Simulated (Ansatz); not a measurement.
# Ta2CN: a listed cell, distorted in several ways

Program: Ansatz 0.2.0. Level of theory: DFT PBEsol, scalar-relativistic, plane waves, PAW. These are calculated values, not measurements.

## Step 1: The system as given

It takes space group P4/mmm (No. 123, tetragonal). The conventional cell has a = 3.147 Å, b = 3.147 Å, c = 4.458 Å, α = 90.00°, β = 90.00°, γ = 90.00°. Ta (site symmetry 4/mmm) is surrounded by 4 N at 2.23 Å and 2 C at 2.23 Å. Ta (site symmetry 4/mmm) has 4 C at 2.23 Å and 2 N at 2.23 Å as nearest neighbours. C (site symmetry 4/mmm) is surrounded by 6 Ta at 2.23 Å. N (site symmetry 4/mmm) has 6 Ta at 2.23 Å as nearest neighbours.

Coordinates:

```
Ta C N
1.0
     3.14677    0.00000    0.00000
     0.00000    3.14677    0.00000
     0.00000    0.00000    4.45770
Ta C N
2 1 1
Direct
  0.00000 0.00000 0.00000
  0.50000 0.50000 0.50000
  0.00000 0.00000 0.50000
  0.50000 0.50000 0.00000
```

The structure comes from the Materials Project (structure only).

## Step 2: Substitution of an element: Ta → Os, probe on a coarse mesh

The change: Os takes all sites of Ta, and lengths are scaled by 0.936 as a first guess of the size; strain xx, yy, zz, yz, xz, xy = +0.4, +0.4, +0.4, +0.0, +0.0, +0.0 %.

Input file input.yaml:

```yaml
crystal:
  lattice:
    - [2.9568594565, 0.0, 0.0]
    - [0.0, 2.9568594565, 0.0]
    - [0.0, 0.0, 4.1886775853]
  atoms:
    - { symbol: Os, position: [0.0, 0.0, 0.0], spin: 1.0 }
    - { symbol: Os, position: [0.5, 0.5, 0.5], spin: 1.0 }
    - { symbol: C, position: [0.0, 0.0, 0.5] }
    - { symbol: "N", position: [0.5, 0.5, 0.0] }
basis:
  ecutwfc: 420
kpoints:
  mp_grid: { grid: [6, 6, 4] }
hamiltonian:
  xc: pbesol
scf:
  occupations: { method: gaussian, width: 0.1 }
  lower_state_search: "off"
output:
  forces: true
  stress: true
  eigenvalues: true
  populations: true
magnetization:
  spin_polarized: true
```

Q: Estimate wall time and peak memory on 1 thread of an x86-64 CPU, shared host.

About 4.8 s, with a peak of 0.37 GiB.
